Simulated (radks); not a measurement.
**Al⁸⁺ in [He] 2s1.75 2p1 3d0.25: an all-electron calculation**

Aim: the levels, the sizes of the orbitals and the parts of the energy of the aluminium ion Al8+.

Method: scalar-relativistic Kohn-Sham, exchange-only r2SCAN, spin-polarised, spherical densities, finite nucleus; open shells are filled with parallel spins first. Code: radks (a radial shooting solver on a logarithmic mesh, Libxc functionals) version 1.

### 1 Starting point

```
element            : aluminium (Z = 13)
charge             : +8
electrons          : 5
configuration      : [He] 2s1.75 2p1 3d0.25
nuclear rms radius : 3.061 fm
```

### 2 Self-consistent calculation

The run's settings:

```text
Z 13
configuration [He] 2s1.75 2p1 3d0.25 3s0 3p0 4d0 4f0
relativity scalar-relativistic
functional r2scan,
spin polarised
nucleus finite rms 3.061 fm
c 137.035999084
```

Command:

```console
$ python run_ks.py task.json out
```

The same process makes all the runs of this session.

**Question.** What will this run give?

As calculated:

| quantity | value |
| --- | --- |
| total energy | -202.03331 hartree |
| exchange-correlation share of it | 5.50 % |
| −T/E | 1.0040 |
| highest occupied level | 3d up, -110.06 eV |
| most extended occupied level | 3d up, <r> = 1.16 bohr |
| radius at density 0.001 e/bohr³ | 1.93 bohr |
| maxima of the radial density | 2 |

3 principal shells are occupied and 2 maxima appear in the radial density; where shells overlap, one shows as a shoulder or not at all. Relativity lifts −T/E to 1.004. This is not the tabulated ground configuration, so its levels and sizes aren't those of the ground state, and no measured value stands beside it.
